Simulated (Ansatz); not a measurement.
# In3GaP2: the cost of one run

Method: DFT PBE, scalar-relativistic, plane waves, PAW, in Ansatz 0.2.0.

### 1 The structure to begin with

The structure is hexagonal, space group P6mm (No. 183). Conventional cell: a = 5.910 Å, b = 5.910 Å, c = 4.151 Å, α = 90.00°, β = 90.00°, γ = 120.00°. Around In (site symmetry 2mm) lie 4 P at 2.68 to 2.70 Å and 4 In at 2.96 Å. Ga (site symmetry 6mm) is surrounded by 6 P at 3.43 Å and 12 In at 3.45 to 3.79 Å. Around P (site symmetry 3m) lie 6 In at 2.68 to 2.70 Å and 3 Ga at 3.43 Å.

As a file:

```cif
data_structure
_symmetry_space_group_name_H-M 'P6mm'
_symmetry_Int_Tables_number 183
_cell_length_a 5.9102
_cell_length_b 5.9102
_cell_length_c 4.1511
_cell_angle_alpha 90.000
_cell_angle_beta 90.000
_cell_angle_gamma 120.000
_cell_volume 125.57
loop_
_atom_site_label
_atom_site_type_symbol
_atom_site_symmetry_multiplicity
_atom_site_Wyckoff_symbol
_atom_site_fract_x
_atom_site_fract_y
_atom_site_fract_z
_atom_site_occupancy
In1 In 3 c 0.50000 0.50000 0.45952 1
Ga1 Ga 1 a 0.00000 0.00000 0.88881 1
P1 P 2 b 0.66667 0.33333 0.96314 1
```

Recipe of the guess: species swapped into a database cell of ErCo3Ge2 (P6mm, No. 183), with Ga on the Er sites, In on the Co sites and P on the Ge sites. Lengths come from tabulated atomic sizes and are only a guess.

### 2 The guess as it stands, on a coarse mesh

The input, input.yaml:

```yaml
crystal:
  lattice:
    - [5.91015477, 0.0, 0.0]
    - [-2.95507739, 5.11834417, 0.0]
    - [0.0, 0.0, 4.15111276]
  atoms:
    - { symbol: In, position: [0.5, 0.5, 0.45951599] }
    - { symbol: In, position: [0.5, 0.0, 0.45951599] }
    - { symbol: In, position: [0.0, 0.5, 0.45951599] }
    - { symbol: Ga, position: [0.0, 0.0, 0.88881302] }
    - { symbol: P, position: [0.66666667, 0.33333333, 0.96313798] }
    - { symbol: P, position: [0.33333333, 0.66666667, 0.96313798] }
basis:
  ecutwfc: 420
kpoints:
  mp_grid: { grid: [3, 3, 4] }
hamiltonian:
  xc: pbe
scf:
  occupations: { method: gaussian, width: 0.1 }
  lower_state_search: "off"
output:
  forces: true
  stress: true
  eigenvalues: true
```

The run is started by

```sh
$ ansatz run input.yaml --threads 1 --pin off --max-ram 2560MiB --backend cpu --events-out ev --progress --plain --runs-dir out
```

**Question.** How long does this run take on 1 thread of Intel Xeon at 2.50GHz (Skylake/Cascade Lake), shared host, and how much memory does it need?

About 9.8 s, with a peak of 0.38 GiB.
